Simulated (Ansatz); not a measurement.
# C₂H₅BBrCl: a ladder of functionals and wavefunction methods

An exercise on one series of results from a longer session: the logs are not shown, and one member is left open.

Program: Ansatz 0.2.0, Gaussian basis. Level of theory: functionals in def2-TZVPP, the program's frozen cores in correlated methods. These are calculated values, not measurements.

The runs, in order: PBE-D4, r2SCAN-D4, PBE0-D4, B3LYP-D4, ωB97X-V, ωB97M-V, B2PLYP; CCSD(T)/def2-TZVPP; MP2/def2-QZVPP; extrapolation to the limit.

### The relaxed structure

All runs share one geometry, relaxed beforehand with PBE0-D4 in a triple-zeta def2 set.

SMILES `CB(Cl)CBr`, 10 atoms, charge 0, spin multiplicity 1.

Atoms are counted from 1 here; the program's logs count them from 0.

Bond lengths: C1–B2 1.555 Å, C1–H6 1.099 Å, C1–H7 1.091 Å, C1–H8 1.092 Å, B2–Cl3 1.762 Å, B2–C4 1.567 Å, C4–Br5 1.962 Å, C4–H9 1.086 Å, C4–H10 1.088 Å. Angles: B2–C1–H6 107.5°, B2–C1–H7 112.9°, B2–C1–H8 112.9°, H6–C1–H7 106.3°, H6–C1–H8 107.3°, H7–C1–H8 109.5°, C1–B2–Cl3 119.6°, C1–B2–C4 123.2°, Cl3–B2–C4 117.3°, B2–C4–Br5 99.0°, B2–C4–H9 116.8°, B2–C4–H10 115.6°, Br5–C4–H9 106.4°, Br5–C4–H10 105.9°, H9–C4–H10 111.3°.

The first run:

in.yaml

```yaml
crystal:
  periodic: [false, false, false]
  atoms:
    - {symbol: C, position_ang: [-0.723648, -0.473992, 1.090152]}
    - {symbol: B, position_ang: [0.423797, 0.208741, 0.293819]}
    - {symbol: Cl, position_ang: [1.641952, 1.146621, 1.155374]}
    - {symbol: C, position_ang: [0.584054, 0.078854, -1.259639]}
    - {symbol: Br, position_ang: [-0.614983, 1.529176, -1.815841]}
    - {symbol: H, position_ang: [-0.323451, -1.406510, 1.511336]}
    - {symbol: H, position_ang: [-1.066537, 0.122565, 1.937048]}
    - {symbol: H, position_ang: [-1.576394, -0.740931, 0.463105]}
    - {symbol: H, position_ang: [1.561161, 0.313615, -1.672633]}
    - {symbol: H, position_ang: [0.177148, -0.829239, -1.699824]}
basis:
  gaussian: {orbitals: def2-TZVPP}
hamiltonian: {xc: pbe, dispersion: d4}
output: {forces: true, orbitals: {seedname: orbitals}}
```

On the command line:

```console
$ ansatz run in.yaml --threads 4 --pin off --events-out ev --progress --plain --max-ram 10444MiB
```

Among the steps run: PBE-D4 (GGA); r2SCAN-D4 (meta-GGA); PBE0-D4 (hybrid); B3LYP-D4 (hybrid); ωB97X-V (range-separated); ωB97M-V (range-separated); B2PLYP (double hybrid); CCSD(T) in def2-TZVPP; MP2 in def2-QZVPP.

One of the session's tables, all rows but one given; the rest of the session is left out.

```
            method  atomisation energy (kJ/mol)
            PBE-D4                       3772.9
         r2SCAN-D4                       3720.2
           PBE0-D4                       3727.2
          B3LYP-D4                       3680.8
           ωB97X-V                       3688.9
           ωB97M-V                       3699.2
            B2PLYP                            ?
     HF/def2-TZVPP                       2798.0
    MP2/def2-TZVPP                       3672.8
   CCSD/def2-TZVPP                       3542.8
CCSD(T)/def2-TZVPP                       3597.7
           MP2/CBS                       3757.1
       CCSD(T)/CBS                       3682.0
```

Estimate the missing values for B2PLYP.

As computed: atomisation energy (kJ/mol): 3646.5. In the column «atomisation energy (kJ/mol)» it lies between CCSD(T)/def2-TZVPP (3597.7) and MP2/def2-TZVPP (3672.8).
